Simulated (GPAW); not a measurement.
# GeCN2 (R-3m) in GPAW: reference runs

Reference runs on GeCN2: the cell as given.

All numbers are computed with GPAW 26.7.0; they aren't measurements. Logs are shortened: lines on timing, memory, paths and dates and some standing lists are left out, and cuts for length are marked. The log counts tension as positive stress, the text compression.

### 1 The structure

It takes space group R-3m (No. 166, trigonal). Conventional cell: a = 3.588 Å, b = 3.588 Å, c = 14.766 Å, α = 90.00°, β = 90.00°, γ = 120.00°. Ge (site symmetry -3m) has 6 N at 2.40 Å as nearest neighbours. Around N (site symmetry 3m) lie 1 C at 1.24 Å. Around C (site symmetry -3m) lie 2 N at 1.24 Å.

The cell comes from a database or a generator and needn't be the stable form of this composition.

### 2 Single point, PBE

The input, run.py:

```python
from ase import Atoms
from ase.dft.bandgap import bandgap
from ase.io import write
from ase.units import Bohr, GPa
from gpaw import GPAW, PW
from gpaw.elf import elf_from_dft_calculation

atoms = Atoms(['Ge', 'N', 'N', 'C'],
              cell=[[1.7937903697, 1.0356453528, 4.9219572124],
                    [-1.7937903697, 1.0356453528, 4.9219572124],
                    [0.0, -2.0712907056, 4.9219572124]],
              scaled_positions=[[0.0, 0.0, 0.0],
                                [0.5839044, 0.5839044, 0.5839044],
                                [0.4160956, 0.4160956, 0.4160956],
                                [0.5, 0.5, 0.5]],
              pbc=True)

calc = GPAW(mode=PW(800),
            xc='PBE',
            kpts={'size': (9, 9, 9), 'gamma': True},
            occupations={'name': 'fermi-dirac', 'width': 0.05},
            nbands=20,
            convergence={'density': 1e-05, 'energy': 1e-05},
            maxiter=150,
            txt='gpaw.txt')
atoms.calc = calc
energy = atoms.get_potential_energy()
forces = atoms.get_forces()
stress = atoms.get_stress()
calc.write('gs.gpw')
write('result.traj', atoms)
print(f'Energy: {energy:.6f} eV')
print('Forces (eV/A):')
print(forces.round(4))
print('Stress (GPa):', (stress / GPa).round(3))
print('Fermi level:', round(calc.get_fermi_level(), 4), 'eV')
print(f'Gap: {bandgap(calc)[0]:.4f} eV, direct: {bandgap(calc, direct=True)[0]:.4f} eV')

# fields on the real-space grid
write('density.cube', atoms, data=calc.get_pseudo_density() * Bohr**3)
write('potential.cube', atoms, data=calc.get_electrostatic_potential())
write('elf.cube', atoms, data=elf_from_dft_calculation(calc).data)
```

Potentials or basis: GPAW PAW data sets (gpaw-data 1.2.1), pw.

Launch:

```
$ OMP_NUM_THREADS=1 python run.py
```

gpaw.txt:

```text
__  _  _
 | _ |_)|_||  |
 |__||  | ||/\| - 26.7.0

Input parameters:
  mode=PW(ecut=800.0),
  convergence={'density': 1e-05, 'energy': 1e-05},
  kpts=MonkhorstPack(size=(9, 9, 9), gamma=True),
  maxiter=150,
  nbands=20,
  occupations=Occupations(name='fermi-dirac', width=0.05),
  xc=XC(name='PBE')

Diagonalizing LCAO Hamiltonian
Converting LCAO to pw mode

       N
       C

       N

       Ge

Atoms  # Å, Bohr magnetons
|   | symbol |         x |         y |        z |    initial magnetic moments |
|---|--------|-----------|-----------|----------|-----------------------------|
| 0 |     Ge |  0.000000 |  0.000000 | 0.000000 | ( 0.0000,  0.0000,  0.0000) |
| 1 |      N | -0.000000 | -0.000000 | 8.621857 | ( 0.0000,  0.0000,  0.0000) |
| 2 |      N | -0.000000 |  0.000000 | 6.144014 | ( 0.0000,  0.0000,  0.0000) |
| 3 |      C |  0.000000 |  0.000000 | 7.382936 | ( 0.0000,  0.0000,  0.0000) |

Unit cell  # Å
| periodic |         x |         y |        z |  lengths |    angles |
|----------|-----------|-----------|----------|----------|-----------|
|      yes |  1.793790 |  1.035645 | 4.921957 | 5.340029 | 39.256253 |
|      yes | -1.793790 |  1.035645 | 4.921957 | 5.340029 | 39.256253 |
|      yes |  0.000000 | -2.071291 | 4.921957 | 5.340029 | 39.256253 |

Number of symmetries: 12
Symmetry operations  # r_c * U_cc + t_c -> r_c
|    | kind |            matrix            |
|----|------|------------------------------|
|  0 |  E   |  1, 0, 0,  0, 1, 0,  0, 0, 1 |
|  1 |  σ   |  1, 0, 0,  0, 0, 1,  0, 1, 0 |
|  2 |  σ   |  0, 1, 0,  1, 0, 0,  0, 0, 1 |
|  3 |  C3  |  0, 1, 0,  0, 0, 1,  1, 0, 0 |
|  4 |  C3  |  0, 0, 1,  1, 0, 0,  0, 1, 0 |
|  5 |  σ   |  0, 0, 1,  0, 1, 0,  1, 0, 0 |
|  6 |  C2  |  0, 0,-1,  0,-1, 0, -1, 0, 0 |
|  7 |  S6  |  0, 0,-1, -1, 0, 0,  0,-1, 0 |
|  8 |  S6  |  0,-1, 0,  0, 0,-1, -1, 0, 0 |
|  9 |  C2  |  0,-1, 0, -1, 0, 0,  0, 0,-1 |
| 10 |  C2  | -1, 0, 0,  0, 0,-1,  0,-1, 0 |
| 11 |  i   | -1, 0, 0,  0,-1, 0,  0, 0,-1 |

BZ-sampling:
  Number of BZ points: 729
  Number of IBZ points: 85

  Monkhorst-Pack size: [9, 9, 9]
  Monkhorst-Pack shift: [0, 0, 0]

K-points  # in reciprocal-cell coordinates
|     |                                coordinates |     weight |
|-----|--------------------------------------------|------------|
|   0 | (  0.00000000,   0.00000000,   0.00000000) | 0.00137174 |
|   1 | (  0.11111111,   0.00000000,  -0.11111111) | 0.00823045 |
|   2 | (  0.11111111,   0.00000000,   0.00000000) | 0.00823045 |
|   3 | (  0.11111111,   0.11111111,  -0.11111111) | 0.00823045 |
|   4 | (  0.11111111,   0.11111111,   0.00000000) | 0.00823045 |
|   5 | (  0.11111111,   0.11111111,   0.11111111) | 0.00274348 |
|   6 | (  0.22222222,  -0.11111111,  -0.11111111) | 0.00823045 |
|   7 | (  0.22222222,   0.00000000,  -0.22222222) | 0.00823045 |
|   8 | (  0.22222222,   0.00000000,  -0.11111111) | 0.01646091 |
|   9 | (  0.22222222,   0.00000000,   0.00000000) | 0.00823045 |
| ... |                                            |            |
|  84 | (  0.44444444,   0.44444444,   0.44444444) | 0.00274348 |

Plane wave coefficients: 2839
Cutoff: 800.0 eV

Spin-components: 1 (collinear spins)
Bands:           20
Projectors:      20
Spin-degeneracy: 2
Datatype:        complex128

Parallelization:
  kpt:    1
  domain: 1
  band:   1

Density:
  Valence electrons: 18.0
  Components: 1
  Grid points: [35 35 35]
  Charge: 0.0  # |e|

Potential:
  Grid points: [35 35 35]

species:
  Ge:
    name:    Germanium
    Z:       32.0
    valence: 4
    core:    28
    charge:  0.0  # [|e|]
    compensation charges:
      type: gauss
      rc: 0.32  # [Å]
      lmax: 2
    cutoffs:
      filter: 1.77  # [Å]
      core: 3.42  # [Å]
    projectors
    | kind |    occ | energy [eV] | rcut [Å] |
    |------|--------|-------------|----------|
    |   4s |  2.000 |     -11.726 |    1.005 |
    |   4p |  2.000 |      -3.896 |    1.005 |
    |    s |        |      15.485 |    1.005 |
    |    p |        |      23.315 |    1.005 |
    |    d |        |       0.000 |    1.005 |

    Using partial waves for Ge as LCAO basis

  N:
    name:    Nitrogen
    Z:       7.0
    valence: 5
    core:    2
    charge:  0.0  # [|e|]
    compensation charges:
      type: gauss
      rc: 0.18  # [Å]
      lmax: 2
    cutoffs:
      filter: 1.11  # [Å]
      core: 0.96  # [Å]
    projectors
    | kind |    occ | energy [eV] | rcut [Å] |
    |------|--------|-------------|----------|
    |   2s |  2.000 |     -18.583 |    0.603 |
    |   2p |  3.000 |      -7.089 |    0.529 |
    |    s |        |       8.629 |    0.603 |
    |    p |        |      20.123 |    0.529 |
    |    d |        |       0.000 |    0.577 |

    Using partial waves for N as LCAO basis

  C:
    name:    Carbon
    Z:       6.0
    valence: 4
    core:    2
    charge:  0.0  # [|e|]
    compensation charges:
      type: gauss
      rc: 0.20  # [Å]
      lmax: 2
    cutoffs:
      filter: 1.14  # [Å]
      core: 1.14  # [Å]
    projectors
    | kind |    occ | energy [eV] | rcut [Å] |
    |------|--------|-------------|----------|
    |   2s |  2.000 |     -13.751 |    0.635 |
    |   2p |  2.000 |      -5.284 |    0.635 |
    |    s |        |      13.461 |    0.635 |
    |    p |        |      21.927 |    0.635 |
    |    d |        |       0.000 |    0.635 |

    Using partial waves for C as LCAO basis

Reference energy: -61088.708976  # eV

eigensolver:
  PPCG
  Converge bands: occupied
  niter=2

density mixing:
  MSR1-Mixer
  Pratt-step length: 0.05
  Maximum mixing coefficient: 0.75
  Old densities: 10
  SVD Regularization: 0.005
  Good broyden scale: 1.0
  Trust region scale: 1.0
  Backstep threshold: 4.0
  History deletion threshold: 6.0
  Fourier metric: weight=20.0, sigma=0.015

occupation numbers:
  Fermi-Dirac:
    width: 0.0500  # eV

poisson solver:
  ecut: 6400.0  # eV

xc functional:
  name: PBE with 2 nearest neighbor stencil

convergence criteria:
[... 6 lines left out ...]
|iter     | |      energy | eigst |  dens |
|---------|-|-------------|-------|-------|
|iter:   1| |  -32.398950 | +0.39 |       |
|iter:   2| |  -31.656778 | -1.58 | -0.70 |
|iter:   3| |  -29.345177 | -0.88 | -0.76 |
|iter:   4| |  -29.323384 | -2.58 | -1.42 |
|iter:   5| |  -29.323895 | -2.71 | -1.77 |
|iter:   6| |  -29.320303 | -3.39 | -2.05 |
|iter:   7| |  -29.320414 | -4.75 | -2.68 |
|iter:   8| |  -29.320421c| -6.10 | -3.42 |
|iter:   9| |  -29.320422c| -7.22 | -3.95 |
|iter:  10| |  -29.320422c| -7.66c| -4.80 |
|iter:  11| |  -29.320422c| -8.33c| -5.31c|

Converged in 11 steps
Energy contributions relative to reference atoms: (reference = -61088.708976)

Energy contributions:
  Kinetic:          28.310700
  Coulomb:         -30.543183
  Zero:              0.194155
  External:          0.000000
  Xc:              -27.282094
  Entropy:          -0.000000
  Spinorbit:         0.000000
  ----------------------------
  Free energy:     -29.320422
  Extrapolated:    -29.320422

dipole moment: (-0.000000, -0.000000, -48.650001)  # |e|*Ang

Fermi level: 5.292
Eigenvalues  # (at kpt = [0.000, 0.000, 0.000])
| band index |      eig [eV] | occ [0-2] |
|------------|---------------|-----------|
|          0 |       -14.526 |     2.000 |
|          1 |       -12.371 |     2.000 |
|          2 |        -5.978 |     2.000 |
|          3 |        -0.732 |     2.000 |
|          4 |        -0.478 |     2.000 |
|          5 |        -0.478 |     2.000 |
[... 9 lines left out ...]
|         15 |        14.637 |     0.000 |
|         16 |        15.429 |     0.000 |
|        ... |               |           |
|         19 |        18.904 |     0.000 |

Gap: 1.122 eV
Transition (v -> c):
  (s=0, k=78, n=8, [0.44, 0.44, -0.22]) -> (s=0, k=84, n=9, [0.44, 0.44, 0.44])
Direct/indirect transitions are different
Direct gap: 1.971 eV
Transition at: (s=0, k=76, n=8, [0.44, 0.44, -0.44])

Forces  # eV/Ang
|        x |        y |        z |
|----------|----------|----------|
| -0.00000 | -0.00000 |  0.00000 |  # Ge   0
|  0.00000 | -0.00000 |  0.03481 |  # N    1
|  0.00000 |  0.00000 | -0.03481 |  # N    2
| -0.00000 |  0.00000 |  0.00000 |  # C    3

Stress tensor  # eV/Ang^3
|         x |        y |        z |
|-----------|----------|----------|
|  0.005200 | 0.000000 | 0.000000 |
| -0.000000 | 0.005200 | 0.000000 |
|  0.000000 | 0.000000 | 0.004544 |

# Writing to gs.gpw (mode='')
```

Run time: 2.6 min. Hardware: 1 thread of Arm Neoverse V2, shared host; peak memory 0.32 GiB.

Results:

```
Free energy            : -29.3204 eV
Pressure               : -0.8 GPa
Largest force          : 0.035 eV/Å
Band gap on the k mesh : 1.12 eV, indirect (least direct gap 1.97 eV)
```

Forces on the atoms (eV/Å):
```
Ge   0.000  0.000  0.000
N    0.000  0.000  0.035
N    0.000  0.000 -0.035
C    0.000  0.000  0.000
```

Levels at points of the mesh, in eV from the valence-band top:
| k point | band 7 | band 8 | band 9 | band 10 | band 11 | band 12 |
| --- | --- | --- | --- | --- | --- | --- |
| (0.00, 0.00, 0.00) | -2.13 | -1.88 | -1.88 | 2.53 | 3.27 | 3.27 |

Caveat: an odd mesh through Γ misses points on the zone boundary, where band edges often lie; the program warned that so skewed a cell can give wrong results.
